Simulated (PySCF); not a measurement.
# C9H12O (3,5-dimethylbenzyl alcohol): the cost of one run

Programs: PySCF 2.14.0, with routines of our own; each step states its level. All values are computed. Atoms count from 0.

### 1 The system as given

22 atoms, charge 0, multiplicity 1; geometry from: GFN2-xTB.

### 2 Vibronic structure: TDA HF/def2-SV(P)

What the job is given:

```
{"job": {"kind": "vib", "xc": "HF", "basis": "def2-SV(P)", "tda": true}, "charge": 0, "multiplicity": 1}
C     -1.838489    -2.294168     0.372241
C     -0.961799    -1.097707     0.157351
C     -1.452143     0.184774     0.361345
C     -0.658310     1.304025     0.152282
C     -1.209105     2.681965     0.362590
C      0.650346     1.125398    -0.275080
C      1.159971    -0.147248    -0.494302
C      2.596324    -0.329714    -0.901455
O      3.463830    -0.444893     0.219344
C      0.349924    -1.252157    -0.269842
H     -2.588949    -2.094644     1.133589
H     -1.249717    -3.157664     0.672662
H     -2.356680    -2.546510    -0.553473
H     -2.472948     0.314726     0.693289
H     -1.988589     2.677560     1.120828
H     -0.424294     3.371316     0.665058
H     -1.644388     3.054408    -0.565282
H      1.282066     1.986934    -0.440630
H      2.709811    -1.240204    -1.503086
H      2.934525     0.525690    -1.500149
H      2.941093    -0.357859     1.022540
H      0.747110    -2.244641    -0.430669
```

With the program's defaults for keys left out, this is: TDA HF/def2-SV(P) vertical-gradient vibronic structure (displaced harmonic oscillators, Condon), gas phase.

The run is started by

```sh
> OMP_NUM_THREADS=1 python excited_run.py task.json out
```

One launch serves the whole session: the jobs run in the order shown.

Q: Estimate the wall time and peak memory of this first job on 1 thread of Arm Neoverse V2, shared host.

About 17 s, with a peak of 0.74 GiB.
